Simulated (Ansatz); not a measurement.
# H₃ (doublet): from Hartree-Fock to the top rungs at distance H1–H2 along a hydrogen transfer = 0.802 Å, cc-pVQZ

One table from this session's results is given with a row withheld; the runs are named, their logs left out.

The runs use Ansatz 0.2.0, Gaussian basis; cc-pVQZ, core rule «outside noble gas», up to 0 orbitals frozen.

Plan: UHF; CCSD(T) on ROHF; CCSD(T) on UHF; BCCD(T) on ROHF; CISD; CCSDT on ROHF; CCSDT on UHF; CASSCF and NEVPT2, 3 electrons in 3 orbitals; Full CI.

4 further runs of the same task are left out: 4 that didn't finish.

## The geometry

The geometry derives from fragments relaxed apart (PBE0/def2-TZVP) and kept rigid, so it is no stationary point. A hydrogen atom is moved between rigid fragments.

3 atoms, charge 0, spin multiplicity 2.

Atoms are counted from 1 here; the program's logs count them from 0.

Bond lengths: H1–H2 0.802 Å.

The first run:

File in.yaml:

```yaml
crystal:
  periodic: [false, false, false]
  atoms:
    - {symbol: H, position_ang: [0.000000, 0.000000, -0.896000]}
    - {symbol: H, position_ang: [0.000000, 0.000000, -0.094000]}
    - {symbol: H, position_ang: [0.000000, 0.000000, 0.990000]}
basis:
  gaussian: {orbitals: cc-pVQZ}
magnetization: {spin_polarized: true, initial_magnetization: 1}
hamiltonian: {xc: hf}
output: {orbitals: {seedname: orbitals}}
```

Run with:

```console
> ansatz run in.yaml --threads 1 --pin off --events-out ev --progress --plain --max-ram 2393MiB
```

Steps of the session up to this table: UHF; CCSD(T) on ROHF; CCSD(T) on UHF; BCCD(T) on ROHF; CISD; CCSDT on ROHF; CCSDT on UHF; CASSCF and NEVPT2, 3 electrons in 3 orbitals; Full CI.

One table of the session follows, with a row left open; its other results are not shown here.

| method | from FCI (meV) |
| --- | --- |
| ROHF | +1536.0 |
| UHF | ? |
| RMP2 | +316.2 |
| UMP2 | +301.1 |
| CISD | +14.8 |
| RCCSD | +16.6 |
| UCCSD | +14.3 |
| RCCSD(T) | +2.8 |
| UCCSD(T) | +2.8 |
| BCCD(T) | +2.7 |
| RCCSDT | 0.0 |
| UCCSDT | 0.0 |
| CASSCF valence | +890.8 |
| NEVPT2 valence | +230.0 |
| FCI | 0 |

Estimate the missing values for UHF.

**Answer.** from FCI (meV): +1377.9. In the column «from FCI (meV)» it lies between CASSCF valence (+890.8) and ROHF (+1536.0).

Limits of these values: Restricted and unrestricted rows rest on different reference determinants; where their highest levels disagree by more than a few hundredths of an eV, they describe different states and don't form one ladder.
